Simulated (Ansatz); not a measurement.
I need a rigid scan of one bond length of C2H5NSi, SMILES C1=N[SiH2]C1. Use the Python package of Ansatz (0.2.0). Use (for the species named): PBE0, 6-31G* basis, multiplicity 1.

```xyz
9

C     0.2885   -0.9655   -0.7831
N     0.6372    0.2085   -1.2633
Si    0.0844    1.1527    0.0879
C    -0.2964   -0.5494    0.5627
H     0.2969   -1.9394   -1.2398
H    -0.9855    2.0771   -0.2871
H     1.3082    1.7183    0.8262
H    -1.4015   -0.7530    0.6260
H     0.1566   -0.9956    1.4534
```

The script, `scan_c2h5nsi.py`:
```python
"""Potential curve of C2H5NSi along one bond."""

import ansatz
import numpy as np

BASIS = "6-31G*"
XC = "PBE0"

geometry = (
    ansatz.Crystal.molecule()
    .atom("C", [0.2885, -0.9655, -0.7831])
    .atom("N", [0.6372, 0.2085, -1.2633])
    .atom("Si", [0.0844, 1.1527, 0.0879])
    .atom("C", [-0.2964, -0.5494, 0.5627])
    .atom("H", [0.2969, -1.9394, -1.2398])
    .atom("H", [-0.9855, 2.0771, -0.2871])
    .atom("H", [1.3082, 1.7183, 0.8262])
    .atom("H", [-1.4015, -0.753, 0.626])
    .atom("H", [0.1566, -0.9956, 1.4534])
)

symbols = [site.symbol for site in geometry.cartesian_sites]
start = np.array([site.position_ang for site in geometry.cartesian_sites])
axis = (start[6] - start[2]) / np.linalg.norm(start[6] - start[2])
moving = [6]
lengths, energies = [1.353, 1.414, 1.476, 1.537, 1.599, 1.66, 1.722, 1.814], []
for length in lengths:
    xyz = start.copy()
    xyz[moving] += (length - np.linalg.norm(start[6] - start[2])) * axis
    point = ansatz.Crystal.molecule()
    for symbol, xyz in zip(symbols, xyz):
        point = point.atom(symbol, xyz.tolist())
    setup = point.calculation().basis(gaussian=BASIS).functional(XC)
    summary = setup.run(threads=1, pin="off").report
    energies.append(summary["free_energy_ev"])
    print(f"r = {length:6.3f} A  E = {energies[-1]:.5f} eV  <S^2> = {abs(summary['mean_field']['state']['spin_squared']):.3f}")

# quartic fit about the minimum
fit = np.polynomial.Polynomial.fit(lengths, np.array(energies) - min(energies), 4).convert()
roots = [r.real for r in fit.deriv().roots() if abs(r.imag) < 1e-9 and fit.deriv(2)(r.real) > 0]
r_e = min(roots, key=lambda r: abs(r - lengths[int(np.argmin(energies))]))
print(f"minimum of the fit at {r_e:.4f} A, force constant {fit.deriv(2)(r_e):.2f} eV/A^2")
```

```console
$ python scan_c2h5nsi.py
r =  1.353 A  E = -11513.00222 eV  <S^2> = 0.000
r =  1.414 A  E = -11513.15357 eV  <S^2> = 0.000
r =  1.476 A  E = -11513.21003 eV  <S^2> = 0.000
r =  1.537 A  E = -11513.19212 eV  <S^2> = 0.000
r =  1.599 A  E = -11513.11725 eV  <S^2> = 0.000
r =  1.660 A  E = -11513.00178 eV  <S^2> = 0.000
r =  1.722 A  E = -11512.85313 eV  <S^2> = 0.000
r =  1.814 A  E = -11512.59303 eV  <S^2> = 0.000
minimum of the fit at 1.4893 A, force constant 18.50 eV/A^2
```

Reading the output:
- These settings explore the input space; basis and method may be short of convergence.
- The rest of the molecule is held rigid at a force-field or estimated start geometry, and the basis set is modest; single-reference methods fail as a bond breaks.
- The orbitals are restricted, so S² is zero by construction.
- Hardware and time: 17 s on 1 thread of Arm Neoverse V2, on a shared host, peak memory 0.21 GiB.

(Lines on the test bed's own set-up are left out of the output.)
